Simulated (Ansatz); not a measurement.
# C₇H₁₆O: a ladder of functionals and wavefunction methods

The task here is to estimate one member of a computed series from the others.

The runs use Ansatz 0.2.0, Gaussian basis; functionals in def2-TZVPP, the program's frozen cores in correlated methods.

Levels to be run: PBE-D4, r2SCAN-D4, PBE0-D4, B3LYP-D4, ωB97X-V, ωB97M-V, B2PLYP; CCSD(T)/def2-TZVPP; MP2/def2-QZVPP; extrapolation to the limit.

## Structure used throughout

The geometry comes from an earlier relaxation with PBE0-D4 in a triple-zeta def2 set; it is a stationary point, not always the lowest conformer.

SMILES `CCCC(O)CCC`, 24 atoms, charge 0, spin multiplicity 1.

Atoms are counted from 1 here; the program's logs count them from 0.

Bond lengths: C1–C2 1.521 Å, C1–H9 1.090 Å, C1–H10 1.093 Å, C1–H11 1.095 Å, C2–C3 1.524 Å, C2–H12 1.095 Å, C2–H13 1.097 Å, C3–C4 1.524 Å, C3–H14 1.100 Å, C3–H15 1.093 Å, C4–O5 1.422 Å, C4–C6 1.531 Å, C4–H16 1.097 Å, O5–H17 0.962 Å, C6–C7 1.525 Å, C6–H18 1.098 Å, C6–H19 1.094 Å, C7–C8 1.520 Å and more. Angles: C2–C1–H9 111.6°, C2–C1–H10 110.8°, C2–C1–H11 110.8°, H9–C1–H10 108.5°, H9–C1–H11 107.5°, H10–C1–H11 107.5°, C1–C2–C3 115.5°, C1–C2–H12 108.9°, C1–C2–H13 109.5°, C3–C2–H12 108.1°, C3–C2–H13 108.6°, H12–C2–H13 105.8°, C2–C3–C4 116.1°, C2–C3–H14 110.0°, C2–C3–H15 108.7°, C4–C3–H14 107.9°, C4–C3–H15 108.2°, H14–C3–H15 105.4° and more.

Geometry (Å):

```xyz
24
C7H16O
C     2.6800    1.0525    1.3125
C     1.7679    1.2410    0.1104
C     0.3058    0.8715    0.3305
C     0.0096   -0.6129    0.5078
O     0.4989   -1.0966    1.7525
C    -1.4755   -0.9444    0.3389
C    -1.9027   -1.3430   -1.0701
C    -1.7396   -0.2772   -2.1418
H     2.7268    0.0083    1.6211
H     3.6936    1.3930    1.0869
H     2.3210    1.6336    2.1678
H     1.8098    2.2890   -0.2057
H     2.1523    0.6591   -0.7360
H    -0.0876    1.4029    1.2099
H    -0.2793    1.2381   -0.5169
H     0.5790   -1.1814   -0.2381
H     0.1082   -0.5623    2.4501
H    -2.0834   -0.0990    0.6882
H    -1.6883   -1.7836    1.0071
H    -1.3404   -2.2373   -1.3631
H    -2.9532   -1.6493   -1.0332
H    -2.1498   -0.6210   -3.0943
H    -2.2626    0.6446   -1.8704
H    -0.6905   -0.0255   -2.3142
```

The first run:

File in.yaml:

```yaml
crystal:
  periodic: [false, false, false]
  atoms:
    - {symbol: C, position_ang: [2.679994, 1.052515, 1.312451]}
    - {symbol: C, position_ang: [1.767922, 1.241031, 0.110446]}
    - {symbol: C, position_ang: [0.305792, 0.871454, 0.330509]}
    - {symbol: C, position_ang: [0.009644, -0.612899, 0.507845]}
    - {symbol: O, position_ang: [0.498876, -1.096579, 1.752527]}
    - {symbol: C, position_ang: [-1.475457, -0.944411, 0.338908]}
    - {symbol: C, position_ang: [-1.902661, -1.343025, -1.070114]}
    - {symbol: C, position_ang: [-1.739596, -0.277250, -2.141806]}
    - {symbol: H, position_ang: [2.726807, 0.008276, 1.621065]}
    - {symbol: H, position_ang: [3.693644, 1.393014, 1.086944]}
    - {symbol: H, position_ang: [2.320969, 1.633562, 2.167825]}
    - {symbol: H, position_ang: [1.809764, 2.288977, -0.205690]}
    - {symbol: H, position_ang: [2.152289, 0.659142, -0.736016]}
    - {symbol: H, position_ang: [-0.087616, 1.402869, 1.209866]}
    - {symbol: H, position_ang: [-0.279329, 1.238060, -0.516939]}
    - {symbol: H, position_ang: [0.579012, -1.181442, -0.238140]}
    - {symbol: H, position_ang: [0.108159, -0.562314, 2.450146]}
    - {symbol: H, position_ang: [-2.083395, -0.098990, 0.688242]}
    - {symbol: H, position_ang: [-1.688303, -1.783556, 1.007097]}
    - {symbol: H, position_ang: [-1.340434, -2.237326, -1.363092]}
    - {symbol: H, position_ang: [-2.953169, -1.649300, -1.033246]}
    - {symbol: H, position_ang: [-2.149818, -0.620953, -3.094261]}
    - {symbol: H, position_ang: [-2.262621, 0.644573, -1.870359]}
    - {symbol: H, position_ang: [-0.690482, -0.025451, -2.314209]}
basis:
  gaussian: {orbitals: def2-TZVPP}
hamiltonian: {xc: pbe, dispersion: d4}
output: {forces: true, orbitals: {seedname: orbitals}}
```

Run with:

```sh
ansatz run in.yaml --threads 4 --pin off --events-out ev --progress --plain --max-ram 66560MiB --backend cuda --devices 0, --max-vram 37GiB
```

Steps of the session up to this table: PBE-D4 (GGA); r2SCAN-D4 (meta-GGA); PBE0-D4 (hybrid); B3LYP-D4 (hybrid); ωB97X-V (range-separated); ωB97M-V (range-separated); B2PLYP (double hybrid); CCSD(T) in def2-TZVPP; MP2 in def2-QZVPP.

One of the session's tables, all rows but one given; the rest of the session is left out.

It belongs to the step «Atomisation energies». 

| method | atoms, summed (eV) | atomisation energy (eV) |
| --- | --- | --- |
| PBE-D4 | -9458.006 | 100.739 |
| r2SCAN-D4 | ? | ? |
| PBE0-D4 | -9460.659 | 99.549 |
| B3LYP-D4 | -9473.565 | 98.932 |
| ωB97X-V | -9469.629 | 99.058 |
| ωB97M-V | -9467.050 | 99.195 |
| B2PLYP | -9464.636 | 97.922 |
| HF/def2-TZVPP | -9433.097 | 74.157 |
| MP2/def2-TZVPP | -9449.545 | 97.865 |
| CCSD/def2-TZVPP | -9453.885 | 95.680 |
| CCSD(T)/def2-TZVPP | -9454.349 | 96.868 |
| MP2/CBS | -9452.511 | 99.948 |
| CCSD(T)/CBS | -9457.314 | 98.952 |

**Question.** Estimate the row for r2SCAN-D4.

As computed: atoms, summed (eV): -9466.512; atomisation energy (eV): 99.098. In the column «atoms, summed (eV)» it lies between ωB97M-V (-9467.050) and B2PLYP (-9464.636).

Caveats from the session: Free atoms (7 C, 1 O, 16 H) were run apart at each level; the atomisation energy is their sum less the molecule, without zero-point or spin-orbit terms.
